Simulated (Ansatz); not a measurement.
# ZrC (triplet): wave-function methods side by side, def2-TZVPP

The task here is to estimate one member of a computed series from the others.

Method: def2-TZVPP, core rule «outside noble gas», up to 5 orbitals frozen; program: Ansatz 0.2.0, Gaussian basis.

Plan: UHF; ROHF; CCSD(T) on UHF.

2 further runs of the same task are left out: 2 set aside as unsound or not needed.

## The geometry

The geometry is a PBE0/def2-TZVP stationary point (not a proven minimum) of the parent state, kept for this charge and spin. No spin-orbit coupling is included. Elements past krypton take def2 core potentials.

2 atoms, charge 0, spin multiplicity 3.

Atoms are counted from 1 here; the program's logs count them from 0.

Bond lengths: Zr1–C2 1.711 Å.

The first run:

in.yaml reads:

```yaml
crystal:
  periodic: [false, false, false]
  atoms:
    - {symbol: Zr, position_ang: [0.000000, 0.000000, 0.000000]}
    - {symbol: C, position_ang: [0.000000, 0.000000, 1.711236]}
basis:
  gaussian: {orbitals: def2-TZVPP}
magnetization: {spin_polarized: true, initial_magnetization: 2}
hamiltonian: {xc: hf}
output: {orbitals: {seedname: orbitals}}
```

Command:

```
$ ansatz run in.yaml --threads 1 --pin off --events-out ev --progress --plain --max-ram 4096MiB --backend cpu
```

Among the steps run: UHF; ROHF; CCSD(T) on UHF.

One of the session's tables, all rows but one given; the rest of the session is left out.

| method | from UCCSD(T) (kJ/mol) |
| --- | --- |
| ROHF | ? |
| UHF | +654.2 |
| UMP2 | +38.8 |
| UCCSD | +44.7 |
| UCCSD(T) | 0 |

**Question.** Estimate the row for ROHF.

As computed: from UCCSD(T) (kJ/mol): +673.6. In the column «from UCCSD(T) (kJ/mol)» it is the highest.
